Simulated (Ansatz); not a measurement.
# CH₆AlNS: one species, many methods

An exercise on one series of results from a longer session: the logs are not shown, and one member is left open.

Computed with Ansatz 0.2.0, Gaussian basis. Level: functionals in def2-TZVPP, the program's frozen cores in correlated methods.

The runs, in order: LDA (SPW92), PBE-D4, revPBE-D4, BLYP-D4, r2SCAN-D4, B97M-V, PBE0-D4, B3LYP-D4, r2SCANh-D4, r2SCAN0-D4, HSE06-D4, BHLYP-D4, CAM-B3LYP-D4, LC-ωPBE, ωB97X-V, ωB97M-V, B2PLYP, PBE-QIDH; CCSD(T)/def2-SVP; CCSD(T)/def2-TZVPP; MP2/def2-QZVPP; extrapolation to the limit; RPA on PBE.

## The geometry

All runs share one geometry, relaxed beforehand with PBE0-D4 in a triple-zeta def2 set.

10 atoms, charge 0, spin multiplicity 1.

Atoms are counted from 1 here; the program's logs count them from 0.

Bond lengths: N1–C2 1.524 Å, N1–Al3 1.994 Å, N1–H5 1.013 Å, N1–H6 1.012 Å, C2–Al3 1.969 Å, C2–S4 1.757 Å, C2–H7 1.087 Å, Al3–H8 1.584 Å, Al3–H9 1.585 Å, S4–H10 1.353 Å. Angles: C2–N1–Al3 66.5°, C2–N1–H5 110.9°, C2–N1–H6 114.5°, Al3–N1–H5 117.6°, Al3–N1–H6 128.5°, H5–N1–H6 109.7°, N1–C2–Al3 68.2°, N1–C2–S4 115.3°, N1–C2–H7 109.2°, Al3–C2–S4 124.6°, Al3–C2–H7 116.3°, S4–C2–H7 113.7°, N1–Al3–C2 45.2°, N1–Al3–H8 110.3°, N1–Al3–H9 111.7°, C2–Al3–H8 118.7°, C2–Al3–H9 115.9°, H8–Al3–H9 125.1° and more.

Set-up of the first run:

Input file in.yaml:

```yaml
crystal:
  periodic: [false, false, false]
  atoms:
    - {symbol: N, position_ang: [-0.933923, 0.040300, -0.152790]}
    - {symbol: C, position_ang: [0.539623, 0.430949, -0.145800]}
    - {symbol: Al, position_ang: [0.082335, -0.722443, 1.383491]}
    - {symbol: S, position_ang: [1.459778, -0.089889, -1.548665]}
    - {symbol: H, position_ang: [-1.140790, -0.574998, -0.930907]}
    - {symbol: H, position_ang: [-1.575358, 0.822972, -0.156692]}
    - {symbol: H, position_ang: [0.625689, 1.494233, 0.062361]}
    - {symbol: H, position_ang: [0.228922, -2.290998, 1.222083]}
    - {symbol: H, position_ang: [-0.255436, 0.025813, 2.739808]}
    - {symbol: H, position_ang: [1.052362, 0.812861, -2.469888]}
basis:
  gaussian: {orbitals: def2-TZVPP}
hamiltonian: {xc: lda}
output: {orbitals: {seedname: orbitals}}
```

Command:

```sh
$ ansatz run in.yaml --threads 2 --pin off --events-out ev --progress --plain --max-ram 4352MiB
```

Among the steps run: LDA; PBE-D4 (GGA); revPBE-D4 (GGA); BLYP-D4 (GGA); r2SCAN-D4 (meta-GGA); B97M-V (meta-GGA); B3LYP-D4 (hybrid); r2SCANh-D4 (hybrid); r2SCAN0-D4 (hybrid); HSE06-D4 (hybrid); BHLYP-D4 (hybrid); CAM-B3LYP-D4 (range-separated); LC-ωPBE (range-separated); ωB97X-V (range-separated); ωB97M-V (range-separated); B2PLYP (double hybrid); PBE-QIDH (double hybrid).

One table of the session follows, with a row left open; its other results are not shown here.

It belongs to the step «Orbital energies across the functionals». 

```
  functional  HOMO (eV)  gap (eV)
 LDA (SPW92)      -6.02      5.00
      PBE-D4      -5.90      5.05
   revPBE-D4      -5.85      5.08
     BLYP-D4      -5.76      4.97
   r2SCAN-D4      -6.14      5.73
      B97M-V      -6.25      5.53
     PBE0-D4          ?         ?
    B3LYP-D4      -6.89      6.56
  r2SCANh-D4      -6.60      6.43
  r2SCAN0-D4      -7.29      7.47
    HSE06-D4      -6.72      6.27
    BHLYP-D4      -8.21      8.81
CAM-B3LYP-D4      -8.46      9.22
     LC-ωPBE      -9.81     11.70
     ωB97X-V      -9.47     11.20
     ωB97M-V      -9.32     10.69
```

**Question.** Estimate the row for PBE0-D4.

The run gave: HOMO (eV): -7.13; gap (eV): 7.04. In the column «HOMO (eV)» it lies between r2SCAN0-D4 (-7.29) and B3LYP-D4 (-6.89).
